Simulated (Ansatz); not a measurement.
# AlSi23HO48 defect cell: single point

Aim: for AlSi23HO48 defect cell, 8 runs in a chain (single point).

Computed with Ansatz 0.2.0 (DFT PBE+D3(BJ), scalar-relativistic, plane waves, PAW, unless a step's input says otherwise).

**1. The system as given**

The structure is triclinic, space group P1 (No. 1). The conventional cell has a = 9.832 Å, b = 9.832 Å, c = 10.818 Å, α = 90.00°, β = 90.00°, γ = 120.00°. Around Si (site symmetry 1) lie 4 O at 1.62 to 1.63 Å. O (site symmetry 1) has 2 Si at 1.62 to 1.63 Å as nearest neighbours. O (site symmetry 1) is surrounded by 2 Si at 1.62 Å. Around O (site symmetry 1) lie 2 Si at 1.62 to 1.64 Å. Only part of the 73 independent sites is listed.

As a file:

```
CELL_PARAMETERS angstrom
9.83160 0.00000 0.00000
-4.91580 8.51441 0.00000
0.00000 0.00000 10.81820
ATOMIC_POSITIONS crystal
Si 0.26652 0.00591 0.16555
Si 0.00478 0.26684 0.33369
Si 0.23860 0.24052 0.99936
O 0.06693 0.19703 0.44186
O 0.30052 0.36787 0.11078
O 0.14152 0.43319 0.27887
O 0.20552 0.07262 0.05291
O 0.36382 0.29570 0.39566
O 0.43048 0.14329 0.22284
Si 0.26439 0.99147 0.66363
Si 0.98945 0.26476 0.83592
Si 0.22939 0.22235 0.50394
O 0.07744 0.22143 0.94031
O 0.28165 0.33455 0.62262
O 0.11275 0.44361 0.77364
O 0.20255 0.05176 0.54803
O 0.36664 0.30065 0.88864
O 0.42598 0.13074 0.72371
Si 0.27280 0.50397 0.17013
Si 0.00075 0.77147 0.33200
Si 0.23992 0.73941 0.00361
O 0.07443 0.71482 0.44042
O 0.29902 0.87052 0.11220
O 0.13220 0.93679 0.27193
O 0.21228 0.57478 0.06066
O 0.37222 0.80593 0.38784
O 0.43805 0.63850 0.22763
Al 0.27909 0.50268 0.65794
Si 0.00059 0.76136 0.83526
Si 0.23672 0.73276 0.49529
O 0.07254 0.70731 0.94776
O 0.29615 0.85489 0.61259
O 0.13056 0.92382 0.77202
O 0.20468 0.56508 0.54139
O 0.36665 0.80036 0.89165
O 0.44463 0.64195 0.73045
Si 0.77375 0.00131 0.16754
Si 0.49944 0.26899 0.33615
Si 0.72313 0.22764 0.00526
O 0.56946 0.20323 0.44227
O 0.78772 0.36071 0.11280
O 0.63753 0.43543 0.28208
O 0.70137 0.06523 0.06141
O 0.86478 0.29163 0.38871
O 0.93905 0.14303 0.21868
Si 0.76723 0.00036 0.66826
Si 0.49653 0.26214 0.83232
Si 0.73392 0.22943 0.49775
O 0.55932 0.19801 0.94565
O 0.79724 0.35929 0.60871
O 0.63822 0.42471 0.77662
O 0.70416 0.06475 0.55635
O 0.85283 0.29007 0.89356
O 0.93292 0.14111 0.72335
Si 0.76503 0.50095 0.17015
Si 0.50601 0.76944 0.33731
Si 0.73501 0.73423 0.00174
O 0.56903 0.70468 0.45008
O 0.80907 0.87071 0.10716
O 0.64934 0.93075 0.28103
O 0.70235 0.56872 0.06032
O 0.86217 0.79601 0.39030
O 0.93176 0.63800 0.22373
Si 0.76950 0.49465 0.66831
Si 0.50499 0.77157 0.83644
Si 0.73663 0.73539 0.50351
O 0.57149 0.71533 0.95256
O 0.79991 0.86581 0.61359
O 0.64359 0.93946 0.78239
O 0.71609 0.57381 0.56177
O 0.85819 0.78370 0.88639
O 0.93858 0.61837 0.73257
H 0.06946 0.49061 0.76160
```

The structure rests on an entry of the Crystallography Open Database; cell or positions may have been set otherwise for this series.

**2. Single point: AlSi23HO48 defect cell, no spin**

Input file input.yaml:

```yaml
crystal:
  lattice:
    - [9.8316, 0.0, 0.0]
    - [-4.9158, 8.514415, 0.0]
    - [0.0, 0.0, 10.8182]
  atoms:
    - { symbol: Si, position: [0.266524, 0.0059135, 0.165548] }
    - { symbol: Si, position: [0.0047801, 0.266843, 0.333689] }
    - { symbol: Si, position: [0.238599, 0.240524, 0.99936192] }
    - { symbol: O, position: [0.06693, 0.197033, 0.441862] }
    - { symbol: O, position: [0.300517, 0.367867, 0.110781] }
    - { symbol: O, position: [0.141515, 0.433192, 0.278868] }
    - { symbol: O, position: [0.205523, 0.072622, 0.052905] }
    - { symbol: O, position: [0.363822, 0.295696, 0.395659] }
    - { symbol: O, position: [0.430476, 0.143287, 0.22284] }
    - { symbol: Si, position: [0.264393, 0.991468, 0.663631] }
    - { symbol: Si, position: [0.989446, 0.264762, 0.835916] }
    - { symbol: Si, position: [0.229389, 0.22235, 0.503939] }
    - { symbol: O, position: [0.077441, 0.221429, 0.940312] }
    - { symbol: O, position: [0.28165, 0.334555, 0.622623] }
    - { symbol: O, position: [0.112749, 0.443608, 0.773644] }
    - { symbol: O, position: [0.202546, 0.051764, 0.548032] }
    - { symbol: O, position: [0.36664, 0.300651, 0.888637] }
    - { symbol: O, position: [0.425976, 0.130737, 0.723712] }
    - { symbol: Si, position: [0.272795, 0.503972, 0.170126] }
    - { symbol: Si, position: [0.00074804, 0.771469, 0.332003] }
    - { symbol: Si, position: [0.239919, 0.739408, 0.0036103] }
    - { symbol: O, position: [0.074425, 0.714822, 0.440416] }
    - { symbol: O, position: [0.299023, 0.870515, 0.112204] }
    - { symbol: O, position: [0.132198, 0.936791, 0.271929] }
    - { symbol: O, position: [0.212282, 0.57478, 0.060663] }
    - { symbol: O, position: [0.372216, 0.805932, 0.387836] }
    - { symbol: O, position: [0.438046, 0.638504, 0.227631] }
    - { symbol: Al, position: [0.279085, 0.502683, 0.657939] }
    - { symbol: Si, position: [0.00058611, 0.76136, 0.835258] }
    - { symbol: Si, position: [0.236722, 0.732765, 0.495294] }
    - { symbol: O, position: [0.072545, 0.70731, 0.947757] }
    - { symbol: O, position: [0.296146, 0.854891, 0.612594] }
    - { symbol: O, position: [0.130564, 0.923823, 0.772015] }
    - { symbol: O, position: [0.204678, 0.565081, 0.541385] }
    - { symbol: O, position: [0.36665, 0.800361, 0.891647] }
    - { symbol: O, position: [0.444626, 0.641954, 0.73045] }
    - { symbol: Si, position: [0.773747, 0.0013135, 0.16754] }
    - { symbol: Si, position: [0.499438, 0.268992, 0.336152] }
    - { symbol: Si, position: [0.723128, 0.227636, 0.00526] }
    - { symbol: O, position: [0.569462, 0.20323, 0.442266] }
    - { symbol: O, position: [0.787724, 0.360711, 0.1128] }
    - { symbol: O, position: [0.637525, 0.435425, 0.282077] }
    - { symbol: O, position: [0.701366, 0.065228, 0.061406] }
    - { symbol: O, position: [0.86478, 0.291625, 0.388705] }
    - { symbol: O, position: [0.93905, 0.14303, 0.218682] }
    - { symbol: Si, position: [0.767226, 0.00035601, 0.668264] }
    - { symbol: Si, position: [0.496534, 0.262135, 0.832323] }
    - { symbol: Si, position: [0.733923, 0.229428, 0.497748] }
    - { symbol: O, position: [0.559317, 0.198015, 0.945652] }
    - { symbol: O, position: [0.797243, 0.359289, 0.608709] }
    - { symbol: O, position: [0.63822, 0.424708, 0.776621] }
    - { symbol: O, position: [0.704158, 0.064746, 0.556351] }
    - { symbol: O, position: [0.852831, 0.290069, 0.893563] }
    - { symbol: O, position: [0.932922, 0.141105, 0.723345] }
    - { symbol: Si, position: [0.765027, 0.500946, 0.170152] }
    - { symbol: Si, position: [0.506011, 0.769444, 0.337312] }
    - { symbol: Si, position: [0.735011, 0.734226, 0.0017393] }
    - { symbol: O, position: [0.56903, 0.704684, 0.450081] }
    - { symbol: O, position: [0.809066, 0.870712, 0.107158] }
    - { symbol: O, position: [0.649338, 0.930747, 0.28103] }
    - { symbol: O, position: [0.702352, 0.568724, 0.060319] }
    - { symbol: O, position: [0.862169, 0.796011, 0.390295] }
    - { symbol: O, position: [0.931765, 0.637998, 0.223734] }
    - { symbol: Si, position: [0.7695, 0.494649, 0.668314] }
    - { symbol: Si, position: [0.504994, 0.771569, 0.836445] }
    - { symbol: Si, position: [0.736629, 0.73539, 0.503512] }
    - { symbol: O, position: [0.571488, 0.715331, 0.952559] }
    - { symbol: O, position: [0.799912, 0.865814, 0.613589] }
    - { symbol: O, position: [0.643586, 0.939465, 0.782392] }
    - { symbol: O, position: [0.716094, 0.57381, 0.561771] }
    - { symbol: O, position: [0.858193, 0.783698, 0.886392] }
    - { symbol: O, position: [0.938576, 0.618374, 0.732565] }
    - { symbol: H, position: [0.0694594, 0.49061446, 0.76159708] }
scf:
  occupations: { method: gaussian, width: 0.02 }
output:
  stress: false
  eigenvalues: true
kpoints:
  mp_grid: { grid: [1, 1, 1] }
hamiltonian:
  xc: pbe
  dispersion: d3bj
```

Run with:

```console
$ ansatz run input.yaml --threads 4 --pin off --max-ram 16384MiB --backend cpu --events-out ev --progress --plain --runs-dir out
```

Log (excerpt; [...] marks lines left out):

```text
Warning: RAYON_NUM_THREADS=4 ignored (pool sized by the plan → 4); use --threads N
[...]
Pseudopotentials: kind: paw
Pseudopotential: Si, paw, valence charge 4, recommended cutoff 420 eV (normal), Si.paw.azcp
Pseudopotential: O, paw, valence charge 6, recommended cutoff 420 eV (normal), O.paw.azcp
Pseudopotential: Al, paw, valence charge 3, recommended cutoff 420 eV (normal), Al.paw.azcp
Pseudopotential: H, paw, valence charge 1, recommended cutoff 420 eV (normal), H.paw.azcp
Functional definition: PBE
[...]
Crystal: 73 atoms, lattice volume = 905.595 Å³
Basis set: ecut = 420 eV, 17821 PW (Γ)
Bands: 265, of which v1, the nominal top of the filled ones, is band 192 counted from 1 (191 counted from 0)
Symmetry: 1 space group operations
Space group: P1 (ITA 1), of the structure as read, at distance tolerance 9.7e-5 Å
k-points: 1
[...]
SCF iter   1: F=—  HF=-42503.663107 eV  |F-HF|=—  |Δ(HF+E_count)|=         —  Δρ=1.44e-3  dr2=1.16e-2  ethr=1.77e-3  ⟨swp⟩=6.0  Hψ=1188  notcnv=0  defer=34
[...]
SCF iter   8: F=-42503.686047 eV  HF=-42503.686047 eV  |F-HF|=1.80e-8  |Δ(HF+E_count)|=   1.24e-7  Δρ=2.44e-6  dr2=3.82e-8  ethr=2.60e-11  ⟨swp⟩=12.0  Hψ=810  notcnv=0
[...]
SCF converged after 8 iterations
Free energy (F): -42503.686047 eV
[...]
E sigma→0 (E₀):  -42503.686047 eV
Fermi energy:    5.564384 eV
[...]
--- Band table (eV) ---
[...]
```

Wall time 4.1 s (4 threads of AMD EPYC 9R14 (Zen 4), shared host); peak memory 1.1 GiB.

**3. Single point**

Edit input.yaml of step 2 so:

```diff
@@ -78,3 +78,3 @@
     - { symbol: O, position: [0.938576, 0.618374, 0.732565] }
-    - { symbol: H, position: [0.0694594, 0.49061446, 0.76159708] }
+    - { symbol: H, position: [0.06612943, 0.49423034, 0.76067039] }
 scf:
```

Run with:

```console
$ ansatz run input.yaml --threads 4 --pin off --max-ram 16384MiB --backend cpu --events-out ev --progress --plain --runs-dir out
```

Log (excerpt; [...] marks lines left out):

```text
[...]
SCF converged after 8 iterations
Free energy (F): -42504.558455 eV
[...]
E sigma→0 (E₀):  -42504.558455 eV
Fermi energy:    5.564800 eV
[...]
--- Band table (eV) ---
[...]
```

Run time: 3.7 s. Hardware: 4 threads of AMD EPYC 9R14 (Zen 4), shared host; peak memory 1.1 GiB.

**4. Single point**

Edit input.yaml of step 3 so:

```diff
@@ -78,3 +78,3 @@
     - { symbol: O, position: [0.938576, 0.618374, 0.732565] }
-    - { symbol: H, position: [0.06612943, 0.49423034, 0.76067039] }
+    - { symbol: H, position: [0.06279946, 0.49784622, 0.7597437] }
 scf:
```

Run with:

```console
$ ansatz run input.yaml --threads 4 --pin off --max-ram 16384MiB --backend cpu --events-out ev --progress --plain --runs-dir out
```

Log (excerpt; [...] marks lines left out):

```text
Warning: RAYON_NUM_THREADS=4 ignored (pool sized by the plan → 4); use --threads N
[...]
[... 6 set-up lines as earlier in the session ...]
[...]
Crystal: 73 atoms, lattice volume = 905.595 Å³
Basis set: ecut = 420 eV, 17821 PW (Γ)
Bands: 265, of which v1, the nominal top of the filled ones, is band 192 counted from 1 (191 counted from 0)
[... 2 set-up lines as earlier in the session ...]
k-points: 1
[...]
SCF iter   1: F=—  HF=-42504.988733 eV  |F-HF|=—  |Δ(HF+E_count)|=         —  Δρ=1.34e-3  dr2=1.09e-2  ethr=1.77e-3  ⟨swp⟩=6.0  Hψ=1186  notcnv=0  defer=35
[...]
SCF iter   8: F=-42505.016104 eV  HF=-42505.016104 eV  |F-HF|=4.89e-9  |Δ(HF+E_count)|=   1.36e-7  Δρ=1.67e-6  dr2=1.82e-8  ethr=2.60e-11  ⟨swp⟩=11.0  Hψ=808  notcnv=0
[...]
SCF converged after 8 iterations
Free energy (F): -42505.016104 eV
[...]
E sigma→0 (E₀):  -42505.016104 eV
Fermi energy:    5.564307 eV
[...]
--- Band table (eV) ---
[...]
```

It took 3.8 s on 4 threads of AMD EPYC 9R14 (Zen 4), shared host; peak memory 1 GiB.

**5. Single point**

Edit input.yaml of step 4 so:

```diff
@@ -78,3 +78,3 @@
     - { symbol: O, position: [0.938576, 0.618374, 0.732565] }
-    - { symbol: H, position: [0.06279946, 0.49784622, 0.7597437] }
+    - { symbol: H, position: [0.05946949, 0.5014621, 0.75881702] }
 scf:
```

Run with:

```console
$ ansatz run input.yaml --threads 4 --pin off --max-ram 16384MiB --backend cpu --events-out ev --progress --plain --runs-dir out
```

Log (excerpt; [...] marks lines left out):

```text
[...]
SCF converged after 8 iterations
Free energy (F): -42505.200352 eV
[...]
E sigma→0 (E₀):  -42505.200352 eV
Fermi energy:    5.562498 eV
[...]
--- Band table (eV) ---
[...]
```

Run time: 3.7 s. Hardware: 4 threads of AMD EPYC 9R14 (Zen 4), shared host; peak memory 1 GiB.

**6. Single point**

Edit input.yaml of step 5 so:

```diff
@@ -78,3 +78,3 @@
     - { symbol: O, position: [0.938576, 0.618374, 0.732565] }
-    - { symbol: H, position: [0.05946949, 0.5014621, 0.75881702] }
+    - { symbol: H, position: [0.05558453, 0.50568063, 0.75773588] }
 scf:
```

Run with:

```console
$ ansatz run input.yaml --threads 4 --pin off --max-ram 16384MiB --backend cpu --events-out ev --progress --plain --runs-dir out
```

Log (excerpt; [...] marks lines left out):

```text
Warning: RAYON_NUM_THREADS=4 ignored (pool sized by the plan → 4); use --threads N
[...]
[... 6 set-up lines as earlier in the session ...]
[...]
Crystal: 73 atoms, lattice volume = 905.595 Å³
Basis set: ecut = 420 eV, 17821 PW (Γ)
Bands: 265, of which v1, the nominal top of the filled ones, is band 192 counted from 1 (191 counted from 0)
[... 2 set-up lines as earlier in the session ...]
k-points: 1
[...]
SCF iter   1: F=—  HF=-42505.178761 eV  |F-HF|=—  |Δ(HF+E_count)|=         —  Δρ=1.34e-3  dr2=1.13e-2  ethr=1.77e-3  ⟨swp⟩=6.0  Hψ=1268  notcnv=0  defer=35
[...]
SCF iter   7: F=-42505.194038 eV  HF=-42505.194038 eV  |F-HF|=9.44e-8  |Δ(HF+E_count)|=   5.49e-8  Δρ=3.45e-6  dr2=8.05e-8  ethr=2.60e-11  ⟨swp⟩=11.0  Hψ=995  notcnv=0
[...]
SCF converged after 7 iterations
Free energy (F): -42505.194038 eV
[...]
E sigma→0 (E₀):  -42505.194038 eV
Fermi energy:    5.557724 eV
[...]
--- Band table (eV) ---
[...]
```

Wall time 4.2 s (4 threads of AMD EPYC 9R14 (Zen 4), shared host); peak memory 1 GiB.

**7. Single point**

Edit input.yaml of step 6 so:

```diff
@@ -78,3 +78,3 @@
     - { symbol: O, position: [0.938576, 0.618374, 0.732565] }
-    - { symbol: H, position: [0.05558453, 0.50568063, 0.75773588] }
+    - { symbol: H, position: [0.05114457, 0.5105018, 0.7565003] }
 scf:
```

Run with:

```console
$ ansatz run input.yaml --threads 4 --pin off --max-ram 16384MiB --backend cpu --events-out ev --progress --plain --runs-dir out
```

Log (excerpt; [...] marks lines left out):

```text
[...]
SCF converged after 8 iterations
Free energy (F): -42505.016447 eV
[...]
E sigma→0 (E₀):  -42505.016447 eV
Fermi energy:    5.546489 eV
[...]
--- Band table (eV) ---
[...]
```

Run time: 4 s. Hardware: 4 threads of AMD EPYC 9R14 (Zen 4), shared host; peak memory 1.1 GiB.

**8. Single point**

Edit input.yaml of step 7 so:

```diff
@@ -78,3 +78,3 @@
     - { symbol: O, position: [0.938576, 0.618374, 0.732565] }
-    - { symbol: H, position: [0.05114457, 0.5105018, 0.7565003] }
+    - { symbol: H, position: [0.04559462, 0.51652827, 0.75495582] }
 scf:
```

Run with:

```console
$ ansatz run input.yaml --threads 4 --pin off --max-ram 16384MiB --backend cpu --events-out ev --progress --plain --runs-dir out
```

Log (excerpt; [...] marks lines left out):

```text
Warning: RAYON_NUM_THREADS=4 ignored (pool sized by the plan → 4); use --threads N
[...]
[... 6 set-up lines as earlier in the session ...]
[...]
Crystal: 73 atoms, lattice volume = 905.595 Å³
Basis set: ecut = 420 eV, 17821 PW (Γ)
Bands: 265, of which v1, the nominal top of the filled ones, is band 192 counted from 1 (191 counted from 0)
[... 2 set-up lines as earlier in the session ...]
k-points: 1
[...]
SCF iter   1: F=—  HF=-42504.657551 eV  |F-HF|=—  |Δ(HF+E_count)|=         —  Δρ=1.37e-3  dr2=1.39e-2  ethr=1.77e-3  ⟨swp⟩=6.0  Hψ=1183  notcnv=0  defer=34
[...]
SCF iter   8: F=-42504.684722 eV  HF=-42504.684722 eV  |F-HF|=1.79e-8  |Δ(HF+E_count)|=   1.85e-7  Δρ=2.48e-6  dr2=3.94e-8  ethr=2.60e-11  ⟨swp⟩=12.0  Hψ=788  notcnv=0
[...]
SCF converged after 8 iterations
Free energy (F): -42504.684722 eV
[...]
E sigma→0 (E₀):  -42504.684722 eV
Fermi energy:    5.517714 eV
[...]
--- Band table (eV) ---
[...]
```

Run time: 4.3 s. Hardware: 4 threads of AMD EPYC 9R14 (Zen 4), shared host; peak memory 1 GiB.

**9. Single point**

Edit input.yaml of step 8 so:

```diff
@@ -78,3 +78,3 @@
     - { symbol: O, position: [0.938576, 0.618374, 0.732565] }
-    - { symbol: H, position: [0.04559462, 0.51652827, 0.75495582] }
+    - { symbol: H, position: [0.03893468, 0.52376003, 0.75310245] }
 scf:
```

Run with:

```console
$ ansatz run input.yaml --threads 4 --pin off --max-ram 16384MiB --backend cpu --events-out ev --progress --plain --runs-dir out
```

Log (excerpt; [...] marks lines left out):

```text
Warning: RAYON_NUM_THREADS=4 ignored (pool sized by the plan → 4); use --threads N
[...]
[... 6 set-up lines as earlier in the session ...]
[...]
Crystal: 73 atoms, lattice volume = 905.595 Å³
Basis set: ecut = 420 eV, 17821 PW (Γ)
Bands: 265, of which v1, the nominal top of the filled ones, is band 192 counted from 1 (191 counted from 0)
[... 2 set-up lines as earlier in the session ...]
k-points: 1
[...]
SCF iter   1: F=—  HF=-42504.281599 eV  |F-HF|=—  |Δ(HF+E_count)|=         —  Δρ=1.51e-3  dr2=2.31e-2  ethr=1.77e-3  ⟨swp⟩=6.0  Hψ=1270  notcnv=0  defer=35
[...]
SCF iter   8: F=-42504.292870 eV  HF=-42504.292870 eV  |F-HF|=3.40e-8  |Δ(HF+E_count)|=   2.75e-7  Δρ=3.32e-6  dr2=7.09e-8  ethr=2.60e-11  ⟨swp⟩=12.0  Hψ=805  notcnv=0
[...]
SCF converged after 8 iterations
Free energy (F): -42504.292870 eV
[...]
E sigma→0 (E₀):  -42504.292870 eV
Fermi energy:    5.454490 eV
[...]
--- Band table (eV) ---
[...]
```

Run time: 4 s. Hardware: 4 threads of AMD EPYC 9R14 (Zen 4), shared host; peak memory 1.1 GiB.

**10. Results**

```
step  energy above the lowest (eV)  gap on the mesh (eV)   time
   2                         1.514                  5.58  4.1 s
   3                         0.642                  5.57  3.7 s
   4                         0.184                  5.56  3.8 s
   5                         0.000                  5.54  3.7 s
   6                         0.006                  5.51  4.2 s
   7                         0.184                  5.46    4 s
   8                         0.516                  5.37  4.3 s
   9                         0.907                  5.18    4 s
```

The values hold for the settings typed; their convergence was not tested in this session.

The gaps are Kohn-Sham values of a semilocal functional, not quasiparticle or optical gaps. Such gaps usually fall short of the measured ones.
